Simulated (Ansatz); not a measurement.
# Mg8HO8: the cost of one run

All numbers below are computed with Ansatz 0.2.0 (DFT PBE, plane waves, PAW, scalar-relativistic, collinear spin).

1 further run of the same task is left out (for a broken database entry).

**1. The system as given**

The cell holds 17 atoms (HMg8O8): a = 5.824 Å, b = 5.824 Å, c = 5.824 Å, α = 60.00°, β = 60.00°, γ = 60.00°.

The coordinates stand in the first input below.

**2. End point A**

input.yaml reads:

```yaml
crystal:
  lattice:
    - [0.0, 4.118, 4.118]
    - [4.118, 0.0, 4.118]
    - [4.118, 4.118, 0.0]
  atoms:
    - { symbol: Mg, position: [0.0, 0.0, 0.0] }
    - { symbol: O, position: [0.25, 0.25, 0.25] }
    - { symbol: Mg, position: [0.0, 0.0, 0.5] }
    - { symbol: O, position: [0.25, 0.25, 0.75] }
    - { symbol: Mg, position: [0.0, 0.5, 0.0] }
    - { symbol: O, position: [0.25, 0.75, 0.25] }
    - { symbol: Mg, position: [0.0, 0.5, 0.5] }
    - { symbol: O, position: [0.25, 0.75, 0.75] }
    - { symbol: Mg, position: [0.5, 0.0, 0.0] }
    - { symbol: O, position: [0.75, 0.25, 0.25] }
    - { symbol: Mg, position: [0.5, 0.0, 0.5] }
    - { symbol: O, position: [0.75, 0.25, 0.75] }
    - { symbol: Mg, position: [0.5, 0.5, 0.0] }
    - { symbol: O, position: [0.75, 0.75, 0.25] }
    - { symbol: Mg, position: [0.5, 0.5, 0.5] }
    - { symbol: O, position: [0.75, 0.75, 0.75] }
    - { symbol: H, position: [0.8633639, 0.8856134, 0.8752603], spin: 1.0 }
magnetization:
  spin_polarized: true
basis:
  ecutwfc: 420.0
kpoints:
  mp_grid: { grid: [2, 2, 2] }
hamiltonian:
  xc: pbe
  pseudopotentials: { kind: paw, azcp: { folder: soft_1 } }
scf:
  occupations: { method: gaussian, width: 0.05 }
  lower_state_search: "off"
relax:
  f_tol: 0.03
  max_steps: 60
  adjacent_minimum: "off"
output:
  write_density: true
  write_potential: true
  elf: true
  volumetric_format: npy
```

Launch:

```bash
ansatz run input.yaml --threads 2 --pin off --max-ram 5120MiB --backend cpu --events-out ev --progress --plain --runs-dir out
```

**Question.** How long does this run take on 2 threads of Arm Neoverse V2, shared host, and how much memory does it need?

About 24 s, with a peak of 0.5 GiB.
